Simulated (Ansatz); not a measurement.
# Ga2SiH (doublet): from Hartree-Fock to the top rungs at a displaced geometry (v1), cc-pVDZ

One table from this session's results is given with a row withheld; the runs are named, their logs left out.

Computed with Ansatz 0.2.0, Gaussian basis. Level: cc-pVDZ, core rule «outside noble gas», up to 33 orbitals frozen.

The runs, in order: UHF; CCSD(T) on ROHF; CCSD(T) on UHF; BCCD(T) on ROHF; CISD as a restricted active space (open shells left free, so some higher excitations enter); CCSDT(Q) on ROHF; CCSDT(Q) on UHF; CASSCF and MRCISD+Q, 9 electrons in 9 orbitals; CASSCF and NEVPT2, 9 electrons in 9 orbitals.

27 further runs of the same task are left out: 2 for a known fault of the program, 13 that didn't finish, 12 set aside as unsound or not needed. Runs told in other sessions of the task aren't counted.

## The system

The geometry is a PBE0/def2-TZVP stationary point (not a proven minimum) with its atoms shifted at random (size 0.040 Å). No spin-orbit coupling is included. The filled d shell of Ga may be among the frozen orbitals whatever the setting's name suggests.

4 atoms, charge 0, spin multiplicity 2.

Atoms are counted from 1 here; the program's logs count them from 0.

Bond lengths: Ga1–Si2 2.542 Å, Si2–Ga3 2.570 Å, Si2–H4 1.523 Å. Angles: Ga1–Si2–Ga3 169.1°, Ga1–Si2–H4 96.4°, Ga3–Si2–H4 94.5°.

Set-up of the first run:

Input file in.yaml:

```yaml
crystal:
  periodic: [false, false, false]
  atoms:
    - {symbol: Ga, position_ang: [0.002335, -0.523379, 2.539392]}
    - {symbol: Si, position_ang: [0.001491, -0.259366, 0.011036]}
    - {symbol: Ga, position_ang: [0.049466, -0.480210, -2.548740]}
    - {symbol: H, position_ang: [-0.053293, 1.262955, -0.001687]}
basis:
  gaussian: {orbitals: cc-pVDZ}
magnetization: {spin_polarized: true, initial_magnetization: 1}
hamiltonian: {xc: hf}
output: {orbitals: {seedname: orbitals}}
```

Command:

```bash
> ansatz run in.yaml --threads 1 --pin off --events-out ev --progress --plain --max-ram 2393MiB
```

Steps of the session up to this table: UHF; CCSD(T) on ROHF; CCSD(T) on UHF; BCCD(T) on ROHF; CISD as a restricted active space (open shells left free, so some higher excitations enter); CCSDT(Q) on ROHF; CCSDT(Q) on UHF; CASSCF and MRCISD+Q, 9 electrons in 9 orbitals; CASSCF and NEVPT2, 9 electrons in 9 orbitals.

One of the session's tables, all rows but one given; the rest of the session is left out.

| method | from UCCSDT(Q) (meV) |
| --- | --- |
| ROHF | +6140.8 |
| UHF | +6050.9 |
| RMP2 | +1486.3 |
| UMP2 | ? |
| CISD | +964.2 |
| RCCSD | +293.6 |
| UCCSD | +291.3 |
| RCCSD(T) | +66.0 |
| UCCSD(T) | +67.4 |
| BCCD(T) | +63.8 |
| RCCSDT | +18.5 |
| UCCSDT | +18.6 |
| RCCSDT(Q) | +0.7 |
| UCCSDT(Q) | 0 |
| CASSCF frontier | +4620.6 |
| MRCISD frontier | +590.0 |
| MRCISD+Q frontier | +62.0 |

Estimate the missing values for UMP2.

**Answer.** from UCCSDT(Q) (meV): +1523.8. In the column «from UCCSDT(Q) (meV)» it lies between RMP2 (+1486.3) and CASSCF frontier (+4620.6).

Not comparable, so not listed: CASSCF and NEVPT2, 9 electrons in 9 orbitals (they don't share determinant, frozen orbitals or solution with the rows shown, or repeat one).

To keep in mind: Restricted and unrestricted rows rest on different reference determinants; a gap between their highest levels can come from leftover correlation error, from unlike frozen cores or from another state. Warnings in the runs' records: passed over end.
